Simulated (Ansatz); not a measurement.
# C7H9N: the cost of one run

Computed with Ansatz 0.2.0, Gaussian basis. Level: one geometry, several basis sets.

Levels to be run: PBE0-D4/def2-SVP; ωB97M-V/def2-SVP; PBE0-D4/def2-QZVPP; ωB97M-V/def2-QZVPP; the functionals' def2-TZVPP values are taken from earlier runs.

## 1. The geometry

The geometry comes from an earlier relaxation with PBE0-D4 in a triple-zeta def2 set; it is a stationary point, not always the lowest conformer.

SMILES `Cc1cncc(C)c1`, 17 atoms, charge 0, spin multiplicity 1.

Atoms are counted from 1 here; the program's logs count them from 0.

Bond lengths: C1–C2 1.496 Å, C1–H9 1.093 Å, C1–H10 1.091 Å, C1–H11 1.093 Å, C2–C3 1.392 Å, C2–C8 1.388 Å, C3–N4 1.326 Å, C3–H12 1.088 Å, N4–C5 1.326 Å, C5–C6 1.392 Å, C5–H13 1.088 Å, C6–C7 1.496 Å, C6–C8 1.388 Å, C7–H14 1.093 Å, C7–H15 1.093 Å, C7–H16 1.091 Å, C8–H17 1.087 Å. Angles: C2–C1–H9 111.3°, C2–C1–H10 111.1°, C2–C1–H11 111.2°, H9–C1–H10 107.9°, H9–C1–H11 107.3°, H10–C1–H11 107.9°, C1–C2–C3 121.3°, C1–C2–C8 121.9°, C3–C2–C8 116.8°, C2–C3–N4 124.1°, C2–C3–H12 119.6°, N4–C3–H12 116.3°, C3–N4–C5 117.6°, N4–C5–C6 124.1°, N4–C5–H13 116.3°, C6–C5–H13 119.6°, C5–C6–C7 121.3°, C5–C6–C8 116.8° and more.

## 2. PBE0-D4 in def2-SVP

Contents of in.yaml:

```yaml
crystal:
  periodic: [false, false, false]
  atoms:
    - {symbol: C, position_ang: [1.360143, -2.228850, 0.063738]}
    - {symbol: C, position_ang: [0.891842, -0.810652, -0.022471]}
    - {symbol: C, position_ang: [1.786439, 0.234930, -0.229496]}
    - {symbol: N, position_ang: [1.432848, 1.509866, -0.314524]}
    - {symbol: C, position_ang: [0.144813, 1.800129, -0.194384]}
    - {symbol: C, position_ang: [-0.852340, 0.852250, 0.014457]}
    - {symbol: C, position_ang: [-2.289023, 1.250038, 0.139899]}
    - {symbol: C, position_ang: [-0.449081, -0.473242, 0.099110]}
    - {symbol: H, position_ang: [0.899231, -2.846249, -0.711943]}
    - {symbol: H, position_ang: [2.442693, -2.293412, -0.055824]}
    - {symbol: H, position_ang: [1.101778, -2.673409, 1.028571]}
    - {symbol: H, position_ang: [2.848537, 0.021567, -0.331206]}
    - {symbol: H, position_ang: [-0.120866, 2.852737, -0.267599]}
    - {symbol: H, position_ang: [-2.898077, 0.786049, -0.640626]}
    - {symbol: H, position_ang: [-2.703652, 0.939568, 1.102695]}
    - {symbol: H, position_ang: [-2.406193, 2.331669, 0.057501]}
    - {symbol: H, position_ang: [-1.189072, -1.253009, 0.262093]}
basis:
  gaussian: {orbitals: def2-SVP}
hamiltonian: {xc: pbe0, dispersion: d4}
output: {orbitals: {seedname: orbitals}}
```

The run is started by

```bash
ansatz run in.yaml --threads 2 --pin off --events-out ev --progress --plain --max-ram 32768MiB --backend cpu
```

Q: Estimate wall time and peak memory on 2 threads of AMD EPYC 7R13, shared host.

About 3.3 s, with a peak of 0.48 GiB.
